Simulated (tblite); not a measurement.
# C4H9BrSSi3: the cost of one run

Computed with tblite 0.8.0 and PySCF 2.14.0, with density-fitted response routines of our own, on a single molecule in the gas phase. Atoms are numbered from 0 throughout.

### 1 The starting structure

18 atoms, charge 0, multiplicity 1; geometry from: force field or distance geometry start.

Bonds of the start (Å): C0–C1 1.22, C1–C2 1.46, C2–C3 1.53, C3–Si4 1.85, Si4–Br5 2.24, Si4–S6 2.14, S6–Si7 2.17, Si4–Si8 2.21, Si8–C2 1.84, C0–H9 1.07, C2–H10 1.13, C3–H11 1.12, C3–H12 1.10, Si7–H13 1.48, Si7–H14 1.48, Si7–H15 1.47, Si8–H16 1.46, Si8–H17 1.47.

### 2 Optimising the geometry with GFN2-xTB

Job settings and geometry (Å):

```
{"job": {"kind": "relax", "xc": "GFN2-xTB", "basis": "xTB"}, "charge": 0, "multiplicity": 1}
C      3.751500    -0.362200     0.150300
C      2.659400    -0.562700    -0.355600
C      1.364600    -0.829200    -0.973600
C      0.709300     0.473100    -1.443900
Si    -0.282800     0.772600     0.091700
Br     0.733000     2.049600     1.624700
S     -2.370400     1.159500    -0.202000
Si    -3.367900    -0.336100     1.010600
Si     0.081900    -1.404400     0.220600
H      4.707600    -0.180300     0.586500
H      1.451200    -1.593400    -1.801100
H      1.449400     1.302900    -1.559100
H      0.112800     0.264500    -2.341500
H     -2.830700    -1.632100     0.549000
H     -2.946400    -0.090700     2.404400
H     -4.825800    -0.214600     0.853900
H     -0.940000    -2.261500    -0.379200
H      0.534500    -1.813500     1.552700
```

The run is started by

```sh
> OMP_NUM_THREADS=1 python probes_run.py task.json out
```

The driver reads the jobs from task.json and runs them one after another.

Q: Estimate the wall time and peak memory of this first job on 1 thread of AMD EPYC 7R43, shared host.

About 4.4 s, with a peak of 0.18 GiB.
